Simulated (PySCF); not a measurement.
# A gas-phase reaction: H5NO5Ti2 + H4O4Si → H7NO8SiTi2 + H2O, part 1 of 2

What reaction energy should one expect for `[NH2][Ti]1([OH])[O][Ti]([OH])([OH])[O]1` + `O[Si](O)(O)O` → `O[Si](O)(O)[NH][Ti]1([OH])[O][Ti]([OH])([OH])[O]1` + `O`?

Computed with PySCF 2.14.0; each step states its level. No surroundings beyond the atoms listed, unless a continuum is named. Atoms count from 0, parts from 1.

## Step 1: Starting point

Each species was relaxed by itself at GFN2-xTB.

## Step 2: Energies of the species: PBE0-D3(BJ)/def2-SVP

Job settings and geometry (Å):

```
{"job": {"kind": "react", "xc": "PBE0", "basis": "def2-SVP", "disp": "d3bj"}, "charge": 0, "multiplicity": 1}
-1 H5NO5Ti2 charge 0 multiplicity 1
N      0.759540     0.585560    -2.321770
Ti     0.858440    -0.190460    -0.637870
O      2.355630    -1.005180    -0.569600
O      0.394390     0.984710     0.659110
Ti    -1.103800     0.106820     1.104070
O     -0.983890    -0.636420     2.671830
O     -2.605790     0.958150     0.996490
O     -0.685350    -1.038800    -0.205190
H     -0.033350     1.155560    -2.612860
H      1.450590     0.584330    -3.068700
H      3.223230    -1.413320    -0.609690
H     -0.278160    -1.197620     3.009900
H     -3.351490     1.106670     1.584280

-1 H4O4Si charge 0 multiplicity 1
O     -0.014990    -1.582180     0.371600
Si     0.000220    -0.000730    -0.000350
O     -1.539160     0.418910    -0.307120
O      0.691850     0.765250     1.254540
O      0.862880     0.396170    -1.318750
H      0.763730    -1.962970     0.765990
H     -2.221650     0.092130     0.271170
H      0.959660     1.671860     1.139390
H      0.497460     0.201560    -2.176470

+1 H7NO8SiTi2 charge 0 multiplicity 1
O     -0.243950    -1.469390    -0.835120
Si    -0.268180     0.008760    -1.639350
O     -1.600360     0.724520    -1.041940
O     -0.488380    -0.430270    -3.195800
N      1.098340     0.994780    -1.322010
Ti     1.308610     1.061930     0.602610
O      2.539510     2.167290     1.015630
O      1.367020    -0.619510     0.995230
Ti    -0.431690    -0.735570     1.473900
O     -2.010540    -1.357180     1.145290
O     -0.400230    -1.187260     3.162290
O     -0.394560     1.065300     1.207450
H      0.374480    -2.120430    -1.178180
H     -1.410760     1.042600    -0.125750
H     -0.954240     0.175180    -3.763880
H      1.922110     0.861710    -1.906540
H      3.260690     2.629550     1.445820
H     -2.480570    -1.367390     0.305090
H     -1.187310    -1.444610     3.655270

+1 H2O charge 0 multiplicity 1
O     -0.000640     0.379290     0.009330
H     -0.771780    -0.190820    -0.004850
H      0.772420    -0.188470    -0.004480
```

Method: PBE0-D3(BJ)/def2-SVP reaction energy of separated species, gas phase.

On the command line:

```
$ OMP_NUM_THREADS=1 python cluster_run.py task.json out
```

The driver reads the jobs from task.json and runs them one after another.

Standard output:

```text
species 1 (H5NO5Ti2)
coarse grid: 58288 points
cycle   1  E = -2131.0157064938  dE =  1.034e+00  |g| = 1.968e+00  |ddm| = 4.405e+00
cycle   2  E = -2119.3494843059  dE =  1.167e+01  |g| = 8.388e+00  |ddm| = 5.025e+00
cycle   3  E = -2131.6041300188  dE = -1.225e+01  |g| = 9.959e-01  |ddm| = 3.950e+00
cycle   4  E = -2131.7553735533  dE = -1.512e-01  |g| = 4.214e-01  |ddm| = 9.929e-01
cycle   5  E = -2131.7870504861  dE = -3.168e-02  |g| = 1.853e-01  |ddm| = 3.240e-01
cycle   6  E = -2131.7946519330  dE = -7.601e-03  |g| = 4.456e-02  |ddm| = 1.424e-01
cycle   7  E = -2131.7949802996  dE = -3.284e-04  |g| = 2.532e-02  |ddm| = 3.689e-02
cycle   8  E = -2131.7951050771  dE = -1.248e-04  |g| = 4.401e-03  |ddm| = 1.752e-02
cycle   9  E = -2131.7951080337  dE = -2.957e-06  |g| = 2.384e-03  |ddm| = 4.419e-03
final grid: 120400 points
cycle  10  E = -2131.7951475560  dE =  4.514e-06  |g| = 5.152e-03  |ddm| = 5.357e-03
cycle  11  E = -2131.7951225863  dE =  2.497e-05  |g| = 1.188e-02  |ddm| = 1.202e-02
cycle  12  E = -2131.7951530553  dE = -3.047e-05  |g| = 1.164e-03  |ddm| = 8.470e-03
cycle  13  E = -2131.7951533270  dE = -2.717e-07  |g| = 1.086e-04  |ddm| = 7.831e-04
cycle  14  E = -2131.7951533294  dE = -2.428e-09  |g| = 2.404e-05  |ddm| = 8.462e-05
cycle  15  E = -2131.7951533295  dE = -9.322e-11  |g| = 1.362e-05  |ddm| = 2.401e-05
converged SCF energy = -2131.7951533295

species 2 (H4O4Si)
coarse grid: 8448 points
cycle   1  E = -591.8529129632  dE =  8.529e-01  |g| = 1.222e+00  |ddm| = 3.108e+00
cycle   2  E = -591.6840075189  dE =  1.689e-01  |g| = 1.552e+00  |ddm| = 1.822e+00
cycle   3  E = -592.1228923376  dE = -4.389e-01  |g| = 4.422e-02  |ddm| = 1.072e+00
cycle   4  E = -592.1232568877  dE = -3.646e-04  |g| = 1.095e-02  |ddm| = 4.656e-02
cycle   5  E = -592.1232823484  dE = -2.546e-05  |g| = 2.113e-03  |ddm| = 1.441e-02
cycle   6  E = -592.1232832220  dE = -8.736e-07  |g| = 1.747e-04  |ddm| = 2.313e-03
final grid: 78248 points
cycle   7  E = -592.2201193973  dE = -2.242e-05  |g| = 6.782e-03  |ddm| = 1.601e-02
cycle   8  E = -592.2201141938  dE =  5.204e-06  |g| = 8.719e-03  |ddm| = 1.020e-02
cycle   9  E = -592.2201277664  dE = -1.357e-05  |g| = 7.178e-05  |ddm| = 5.610e-03
cycle  10  E = -592.2201277677  dE = -1.329e-09  |g| = 3.956e-05  |ddm| = 1.287e-04
cycle  11  E = -592.2201277680  dE = -3.012e-10  |g| = 1.678e-05  |ddm| = 5.228e-05
converged SCF energy = -592.2201277680

species 3 (H7NO8SiTi2)
coarse grid: 85184 points
cycle   1  E = -2646.7423127238  dE =  2.170e+00  |g| = 2.206e+00  |ddm| = 5.217e+00
cycle   2  E = -2631.0236255167  dE =  1.572e+01  |g| = 9.662e+00  |ddm| = 5.838e+00
cycle   3  E = -2647.3721326354  dE = -1.635e+01  |g| = 1.300e+00  |ddm| = 4.745e+00
cycle   4  E = -2647.6392506365  dE = -2.671e-01  |g| = 5.629e-01  |ddm| = 1.390e+00
cycle   5  E = -2647.7020999576  dE = -6.285e-02  |g| = 1.697e-01  |ddm| = 4.060e-01
cycle   6  E = -2647.7075597940  dE = -5.460e-03  |g| = 5.851e-02  |ddm| = 1.358e-01
cycle   7  E = -2647.7081552251  dE = -5.954e-04  |g| = 2.802e-02  |ddm| = 5.138e-02
cycle   8  E = -2647.7082970875  dE = -1.419e-04  |g| = 8.479e-03  |ddm| = 2.254e-02
cycle   9  E = -2647.7083092938  dE = -1.221e-05  |g| = 3.334e-03  |ddm| = 7.620e-03
cycle  10  E = -2647.7083114142  dE = -2.120e-06  |g| = 1.222e-03  |ddm| = 2.915e-03
final grid: 176696 points
cycle  11  E = -2647.7084278231  dE =  1.169e-06  |g| = 2.863e-03  |ddm| = 4.024e-03
cycle  12  E = -2647.7084184068  dE =  9.416e-06  |g| = 7.184e-03  |ddm| = 6.904e-03
cycle  13  E = -2647.7084294601  dE = -1.105e-05  |g| = 6.898e-04  |ddm| = 5.106e-03
cycle  14  E = -2647.7084295611  dE = -1.010e-07  |g| = 8.293e-05  |ddm| = 5.180e-04
cycle  15  E = -2647.7084295623  dE = -1.221e-09  |g| = 3.426e-05  |ddm| = 7.973e-05
cycle  16  E = -2647.7084295625  dE = -1.992e-10  |g| = 1.766e-05  |ddm| = 3.316e-05
converged SCF energy = -2647.7084295625

species 4 (H2O)
coarse grid: 2328 points
cycle   1  E = -76.1835690070  dE = -2.264e-03  |g| = 6.502e-01  |ddm| = 1.382e+00
cycle   2  E = -76.1370493823  dE =  4.652e-02  |g| = 8.254e-01  |ddm| = 9.260e-01
cycle   3  E = -76.2612828727  dE = -1.242e-01  |g| = 2.261e-02  |ddm| = 5.407e-01
cycle   4  E = -76.2613720013  dE = -8.913e-05  |g| = 2.637e-03  |ddm| = 1.181e-02
cycle   5  E = -76.2613731860  dE = -1.185e-06  |g| = 3.199e-04  |ddm| = 1.617e-03
final grid: 21952 points
cycle   6  E = -76.2759531917  dE = -7.928e-06  |g| = 2.499e-03  |ddm| = 8.218e-03
cycle   7  E = -76.2759525533  dE =  6.384e-07  |g| = 3.150e-03  |ddm| = 3.547e-03
cycle   8  E = -76.2759543090  dE = -1.756e-06  |g| = 3.548e-05  |ddm| = 1.911e-03
cycle   9  E = -76.2759543093  dE = -3.505e-10  |g| = 4.250e-06  |ddm| = 4.262e-05
converged SCF energy = -76.2759543093

Reaction energy = 14.433 kcal/mol
```

Wall time 2.5 min (1 thread of Intel Xeon at 2.50GHz, shared host); peak memory 1.2 GiB.

Species by species (with the dispersion term, which the log's SCF energies lack):

```
 ν                                            species  energy (Eh)  HOMO (eV)
-1            [NH2][Ti]1([OH])[O][Ti]([OH])([OH])[O]1  -2131.80659      -7.08
-1                                       O[Si](O)(O)O   -592.22508      -8.76
+1  O[Si](O)(O)[NH][Ti]1([OH])[O][Ti]([OH])([OH])[O]1  -2647.73244      -7.39
+1                                                  O    -76.27623      -8.28
```

## Step 3: Energies of the species: CAM-B3LYP-D3(BJ)/def2-SVP

Settings changed since step 2:

```diff
@@ -1,2 +1,2 @@
-{"job": {"kind": "react", "xc": "PBE0", "basis": "def2-SVP", "disp": "d3bj"}, "charge": 0, "multiplicity": 1}
+{"job": {"kind": "react", "xc": "CAM-B3LYP", "basis": "def2-SVP", "disp": "d3bj"}, "charge": 0, "multiplicity": 1}
 -1 H5NO5Ti2 charge 0 multiplicity 1
```

Method: CAM-B3LYP-D3(BJ)/def2-SVP reaction energy of separated species, gas phase.

Standard output:

```text
species 1 (H5NO5Ti2)
coarse grid: 58288 points
cycle   1  E = -2131.7168079980  dE =  1.006e+00  |g| = 2.034e+00  |ddm| = 4.321e+00
cycle   2  E = -2124.5619651539  dE =  7.155e+00  |g| = 6.890e+00  |ddm| = 4.467e+00
cycle   3  E = -2132.4733869186  dE = -7.911e+00  |g| = 7.393e-01  |ddm| = 3.270e+00
cycle   4  E = -2132.5573152602  dE = -8.393e-02  |g| = 2.893e-01  |ddm| = 6.804e-01
cycle   5  E = -2132.5722466816  dE = -1.493e-02  |g| = 1.026e-01  |ddm| = 2.036e-01
cycle   6  E = -2132.5743699167  dE = -2.123e-03  |g| = 2.344e-02  |ddm| = 7.852e-02
cycle   7  E = -2132.5744708207  dE = -1.009e-04  |g| = 9.817e-03  |ddm| = 2.050e-02
cycle   8  E = -2132.5744902232  dE = -1.940e-05  |g| = 3.052e-03  |ddm| = 8.596e-03
cycle   9  E = -2132.5744922918  dE = -2.069e-06  |g| = 1.119e-03  |ddm| = 2.916e-03
final grid: 120400 points
cycle  10  E = -2132.5745023740  dE =  3.601e-07  |g| = 1.834e-03  |ddm| = 2.176e-03
cycle  11  E = -2132.5745005781  dE =  1.796e-06  |g| = 3.350e-03  |ddm| = 3.593e-03
cycle  12  E = -2132.5745031203  dE = -2.542e-06  |g| = 2.694e-04  |ddm| = 2.390e-03
cycle  13  E = -2132.5745031356  dE = -1.524e-08  |g| = 4.978e-05  |ddm| = 2.017e-04
cycle  14  E = -2132.5745031362  dE = -6.453e-10  |g| = 3.189e-05  |ddm| = 6.137e-05
cycle  15  E = -2132.5745031365  dE = -3.120e-10  |g| = 1.565e-05  |ddm| = 4.211e-05
converged SCF energy = -2132.5745031365

species 2 (H4O4Si)
coarse grid: 8448 points
cycle   1  E = -592.1995827429  dE =  8.398e-01  |g| = 1.219e+00  |ddm| = 3.067e+00
cycle   2  E = -592.1545551414  dE =  4.503e-02  |g| = 1.338e+00  |ddm| = 1.614e+00
cycle   3  E = -592.4683010932  dE = -3.137e-01  |g| = 3.785e-02  |ddm| = 8.635e-01
cycle   4  E = -592.4685719806  dE = -2.709e-04  |g| = 5.825e-03  |ddm| = 3.026e-02
cycle   5  E = -592.4685817260  dE = -9.745e-06  |g| = 1.672e-03  |ddm| = 8.896e-03
final grid: 78248 points
cycle   6  E = -592.5731403211  dE = -2.158e-05  |g| = 1.068e-03  |ddm| = 1.023e-02
cycle   7  E = -592.5731405999  dE = -2.788e-07  |g| = 4.686e-04  |ddm| = 1.173e-03
cycle   8  E = -592.5731406235  dE = -2.367e-08  |g| = 3.519e-04  |ddm| = 5.207e-04
cycle   9  E = -592.5731406460  dE = -2.241e-08  |g| = 2.975e-05  |ddm| = 2.368e-04
cycle  10  E = -592.5731406461  dE = -1.926e-10  |g| = 1.687e-05  |ddm| = 4.040e-05
converged SCF energy = -592.5731406461

species 3 (H7NO8SiTi2)
coarse grid: 85184 points
cycle   1  E = -2647.7290586189  dE =  2.241e+00  |g| = 2.272e+00  |ddm| = 5.123e+00
cycle   2  E = -2638.2728181144  dE =  9.456e+00  |g| = 8.003e+00  |ddm| = 5.164e+00
cycle   3  E = -2648.5977360575  dE = -1.032e+01  |g| = 9.866e-01  |ddm| = 3.910e+00
cycle   4  E = -2648.7527558564  dE = -1.550e-01  |g| = 3.802e-01  |ddm| = 9.656e-01
cycle   5  E = -2648.7798119335  dE = -2.706e-02  |g| = 1.066e-01  |ddm| = 2.667e-01
cycle   6  E = -2648.7818548190  dE = -2.043e-03  |g| = 4.422e-02  |ddm| = 9.442e-02
cycle   7  E = -2648.7821977061  dE = -3.429e-04  |g| = 1.643e-02  |ddm| = 3.508e-02
cycle   8  E = -2648.7822471406  dE = -4.943e-05  |g| = 4.514e-03  |ddm| = 1.322e-02
cycle   9  E = -2648.7822510186  dE = -3.878e-06  |g| = 2.378e-03  |ddm| = 5.089e-03
final grid: 176696 points
cycle  10  E = -2648.7823184652  dE =  2.589e-06  |g| = 4.380e-03  |ddm| = 5.442e-03
cycle  11  E = -2648.7823058067  dE =  1.266e-05  |g| = 8.876e-03  |ddm| = 9.751e-03
cycle  12  E = -2648.7823225929  dE = -1.679e-05  |g| = 6.073e-04  |ddm| = 6.534e-03
cycle  13  E = -2648.7823226640  dE = -7.113e-08  |g| = 1.232e-04  |ddm| = 4.596e-04
cycle  14  E = -2648.7823226679  dE = -3.823e-09  |g| = 6.115e-05  |ddm| = 1.239e-04
cycle  15  E = -2648.7823226698  dE = -1.948e-09  |g| = 2.316e-05  |ddm| = 1.171e-04
cycle  16  E = -2648.7823226700  dE = -1.373e-10  |g| = 7.921e-06  |ddm| = 2.763e-05
converged SCF energy = -2648.7823226700

species 4 (H2O)
coarse grid: 2328 points
cycle   1  E = -76.2384515461  dE = -3.487e-02  |g| = 6.386e-01  |ddm| = 1.370e+00
cycle   2  E = -76.2282325277  dE =  1.022e-02  |g| = 6.968e-01  |ddm| = 8.024e-01
cycle   3  E = -76.3131262857  dE = -8.489e-02  |g| = 2.310e-02  |ddm| = 4.249e-01
cycle   4  E = -76.3132154562  dE = -8.917e-05  |g| = 3.149e-03  |ddm| = 1.090e-02
cycle   5  E = -76.3132178048  dE = -2.349e-06  |g| = 4.418e-04  |ddm| = 2.654e-03
final grid: 21952 points
cycle   6  E = -76.3295288112  dE = -6.964e-06  |g| = 1.073e-03  |ddm| = 6.035e-03
cycle   7  E = -76.3295288724  dE = -6.119e-08  |g| = 1.006e-03  |ddm| = 1.217e-03
cycle   8  E = -76.3295290495  dE = -1.771e-07  |g| = 1.108e-04  |ddm| = 6.603e-04
cycle   9  E = -76.3295290522  dE = -2.712e-09  |g| = 7.169e-06  |ddm| = 9.293e-05
cycle  10  E = -76.3295290522  dE = -1.471e-11  |g| = 1.330e-06  |ddm| = 9.206e-06
converged SCF energy = -76.3295290522

Reaction energy = 17.185 kcal/mol
```

Run time: 3.1 min. Hardware: 1 thread of Intel Xeon at 2.50GHz, shared host; peak memory 1.4 GiB.

Reaction energy at this level: 17.18 kcal/mol.

## Step 4: Reaction energy: TPSSh-D3(BJ)/6-31G

Settings changed since step 3:

```diff
@@ -1,2 +1,2 @@
-{"job": {"kind": "react", "xc": "CAM-B3LYP", "basis": "def2-SVP", "disp": "d3bj"}, "charge": 0, "multiplicity": 1}
+{"job": {"kind": "react", "xc": "TPSSh", "basis": "6-31G", "disp": "d3bj"}, "charge": 0, "multiplicity": 1}
 -1 H5NO5Ti2 charge 0 multiplicity 1
```

Method: TPSSh-D3(BJ)/6-31G reaction energy of separated species, gas phase.

Standard output:

```text
species 1 (H5NO5Ti2)
coarse grid: 58288 points
cycle   1  E = -2132.1736920316  dE =  1.284e+00  |g| = 2.051e+00  |ddm| = 3.876e+00
cycle   2  E = -2110.5438239378  dE =  2.163e+01  |g| = 1.061e+01  |ddm| = 6.299e+00
cycle   3  E = -2132.6156022018  dE = -2.207e+01  |g| = 1.460e+00  |ddm| = 5.310e+00
cycle   4  E = -2132.9390884120  dE = -3.235e-01  |g| = 6.232e-01  |ddm| = 2.433e+00
cycle   5  E = -2133.0120574121  dE = -7.297e-02  |g| = 3.090e-01  |ddm| = 5.191e-01
cycle   6  E = -2133.0331318233  dE = -2.107e-02  |g| = 8.280e-02  |ddm| = 2.090e-01
cycle   7  E = -2133.0335776511  dE = -4.458e-04  |g| = 6.982e-02  |ddm| = 9.183e-02
cycle   8  E = -2133.0347294654  dE = -1.152e-03  |g| = 1.111e-02  |ddm| = 5.275e-02
cycle   9  E = -2133.0347476076  dE = -1.814e-05  |g| = 5.927e-03  |ddm| = 1.088e-02
cycle  10  E = -2133.0347545752  dE = -6.968e-06  |g| = 1.727e-03  |ddm| = 5.147e-03
final grid: 120400 points
cycle  11  E = -2133.0348539867  dE =  4.101e-06  |g| = 4.542e-03  |ddm| = 5.202e-03
cycle  12  E = -2133.0348179189  dE =  3.607e-05  |g| = 1.322e-02  |ddm| = 1.320e-02
cycle  13  E = -2133.0348582602  dE = -4.034e-05  |g| = 1.685e-03  |ddm| = 9.583e-03
cycle  14  E = -2133.0348588642  dE = -6.040e-07  |g| = 2.844e-04  |ddm| = 1.383e-03
cycle  15  E = -2133.0348588797  dE = -1.548e-08  |g| = 6.999e-05  |ddm| = 2.234e-04
cycle  16  E = -2133.0348588806  dE = -9.086e-10  |g| = 2.174e-05  |ddm| = 6.640e-05
converged SCF energy = -2133.0348588806

species 2 (H4O4Si)
coarse grid: 37024 points
cycle   1  E = -592.4156168427  dE =  1.138e+00  |g| = 1.365e+00  |ddm| = 2.855e+00
cycle   2  E = -591.9999999482  dE =  4.156e-01  |g| = 2.007e+00  |ddm| = 2.578e+00
cycle   3  E = -592.7722209593  dE = -7.722e-01  |g| = 2.348e-02  |ddm| = 1.615e+00
cycle   4  E = -592.7723327166  dE = -1.118e-04  |g| = 1.632e-03  |ddm| = 2.272e-02
cycle   5  E = -592.7723332323  dE = -5.157e-07  |g| = 6.038e-04  |ddm| = 3.320e-03
final grid: 78248 points
cycle   6  E = -592.7724670899  dE =  2.832e-08  |g| = 8.243e-04  |ddm| = 1.643e-03
cycle   7  E = -592.7724668590  dE =  2.308e-07  |g| = 1.392e-03  |ddm| = 1.753e-03
cycle   8  E = -592.7724672252  dE = -3.662e-07  |g| = 7.631e-05  |ddm| = 1.036e-03
cycle   9  E = -592.7724672267  dE = -1.421e-09  |g| = 2.546e-05  |ddm| = 1.130e-04
cycle  10  E = -592.7724672268  dE = -1.228e-10  |g| = 6.651e-07  |ddm| = 1.876e-05
converged SCF energy = -592.7724672268

species 3 (H7NO8SiTi2)
coarse grid: 85184 points
cycle   1  E = -2648.2812100266  dE =  2.609e+00  |g| = 2.339e+00  |ddm| = 4.787e+00
cycle   2  E = -2622.1971775968  dE =  2.608e+01  |g| = 1.145e+01  |ddm| = 7.413e+00
cycle   3  E = -2648.7729835184  dE = -2.658e+01  |g| = 1.725e+00  |ddm| = 5.918e+00
cycle   4  E = -2649.1590642776  dE = -3.861e-01  |g| = 1.018e+00  |ddm| = 3.278e+00
cycle   5  E = -2649.3735653944  dE = -2.145e-01  |g| = 3.150e-01  |ddm| = 7.328e-01
cycle   6  E = -2649.3911298561  dE = -1.756e-02  |g| = 1.361e-01  |ddm| = 2.299e-01
cycle   7  E = -2649.3935665375  dE = -2.437e-03  |g| = 8.811e-02  |ddm| = 1.409e-01
cycle   8  E = -2649.3953484914  dE = -1.782e-03  |g| = 3.006e-02  |ddm| = 8.739e-02
cycle   9  E = -2649.3955453987  dE = -1.969e-04  |g| = 6.971e-03  |ddm| = 2.560e-02
cycle  10  E = -2649.3955500866  dE = -4.688e-06  |g| = 5.245e-03  |ddm| = 8.497e-03
cycle  11  E = -2649.3955553984  dE = -5.312e-06  |g| = 1.368e-03  |ddm| = 4.673e-03
final grid: 176696 points
cycle  12  E = -2649.3958635953  dE =  2.864e-06  |g| = 4.121e-03  |ddm| = 5.957e-03
cycle  13  E = -2649.3958325511  dE =  3.104e-05  |g| = 1.252e-02  |ddm| = 1.229e-02
cycle  14  E = -2649.3958672903  dE = -3.474e-05  |g| = 7.133e-04  |ddm| = 9.141e-03
cycle  15  E = -2649.3958674003  dE = -1.100e-07  |g| = 1.238e-04  |ddm| = 5.906e-04
cycle  16  E = -2649.3958674031  dE = -2.770e-09  |g| = 6.034e-05  |ddm| = 1.404e-04
cycle  17  E = -2649.3958674039  dE = -8.458e-10  |g| = 1.678e-05  |ddm| = 5.536e-05
converged SCF energy = -2649.3958674039

species 4 (H2O)
coarse grid: 10128 points
cycle   1  E = -76.2876659765  dE =  5.491e-02  |g| = 6.967e-01  |ddm| = 1.239e+00
cycle   2  E = -76.1811130302  dE =  1.066e-01  |g| = 1.020e+00  |ddm| = 1.242e+00
cycle   3  E = -76.3809580951  dE = -1.998e-01  |g| = 1.232e-02  |ddm| = 7.970e-01
cycle   4  E = -76.3809913128  dE = -3.322e-05  |g| = 5.388e-04  |ddm| = 1.156e-02
cycle   5  E = -76.3809913708  dE = -5.802e-08  |g| = 6.789e-05  |ddm| = 4.603e-04
final grid: 21952 points
cycle   6  E = -76.3810280782  dE = -8.361e-10  |g| = 9.745e-05  |ddm| = 1.336e-04
cycle   7  E = -76.3810280762  dE =  1.996e-09  |g| = 1.436e-04  |ddm| = 1.586e-04
cycle   8  E = -76.3810280800  dE = -3.764e-09  |g| = 6.553e-07  |ddm| = 9.256e-05
cycle   9  E = -76.3810280800  dE = -1.421e-13  |g| = 2.177e-08  |ddm| = 5.015e-07
converged SCF energy = -76.3810280800

Reaction energy = 12.485 kcal/mol
```

Wall time 2.3 min (1 thread of Intel Xeon at 2.50GHz, shared host); peak memory 0.91 GiB.

Reaction energy at this level: 12.48 kcal/mol.

(Continued in part 2 of 2.)
